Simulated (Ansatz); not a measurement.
# Pd: the cost of one run

Computed with Ansatz 0.2.0 (DFT r2SCAN, scalar-relativistic, plane waves, PAW, unless a step's input says otherwise).

### Step 1. The system as given

Symmetry: P6_3/mmc, No. 194, hexagonal system. The conventional cell has a = 2.763 Å, b = 2.763 Å, c = 9.118 Å, α = 90.00°, β = 90.00°, γ = 120.00°. Pd (site symmetry -3m) is surrounded by 12 Pd at 2.76 to 2.78 Å. Pd (site symmetry -6m2) has 12 Pd at 2.76 to 2.78 Å as nearest neighbours.

As a file:

```cif
data_structure
_symmetry_space_group_name_H-M 'P6_3/mmc'
_symmetry_Int_Tables_number 194
_cell_length_a 2.7626
_cell_length_b 2.7626
_cell_length_c 9.1184
_cell_angle_alpha 90.000
_cell_angle_beta 90.000
_cell_angle_gamma 120.000
_cell_volume 60.27
loop_
_atom_site_label
_atom_site_type_symbol
_atom_site_symmetry_multiplicity
_atom_site_Wyckoff_symbol
_atom_site_fract_x
_atom_site_fract_y
_atom_site_fract_z
_atom_site_occupancy
Pd1 Pd 2 a 0.00000 0.00000 0.00000 1
Pd2 Pd 2 c 0.33333 0.66667 0.25000 1
```

The structure comes from the Materials Project (structure only).

(A quick probe on a coarse mesh, which set the mesh and smearing, is not shown.)

### Step 3. The relaxation

Input file input.yaml:

```yaml
crystal:
  lattice:
    - [2.7625616691, 0.0, 0.0]
    - [-1.3812808346, 2.392448585, 0.0]
    - [0.0, 0.0, 9.11839409]
  atoms:
    - { symbol: Pd, position: [0.0, 0.0, 0.0], spin: 0.53 }
    - { symbol: Pd, position: [0.33333333, 0.66666667, 0.25], spin: 0.53 }
    - { symbol: Pd, position: [0.0, 0.0, 0.5], spin: 0.53 }
    - { symbol: Pd, position: [0.66666667, 0.33333333, 0.75], spin: 0.53 }
basis:
  ecutwfc: 500
kpoints:
  mp_grid: { grid: [18, 18, 6] }
hamiltonian:
  xc: r2scan
scf:
  occupations: { method: gaussian, width: 0.1 }
output:
  forces: true
  stress: true
  eigenvalues: true
  populations: true
magnetization:
  spin_polarized: true
relax:
  adjacent_minimum: "off"
  f_tol: 0.005
  max_steps: 80
  cell: { stress_tol: 0.05 }
```

**Question.** How long does this run take on 2 threads of an Arm CPU, shared host, and how much memory does it need?

About 3.7 min, with a peak of 1 GiB.
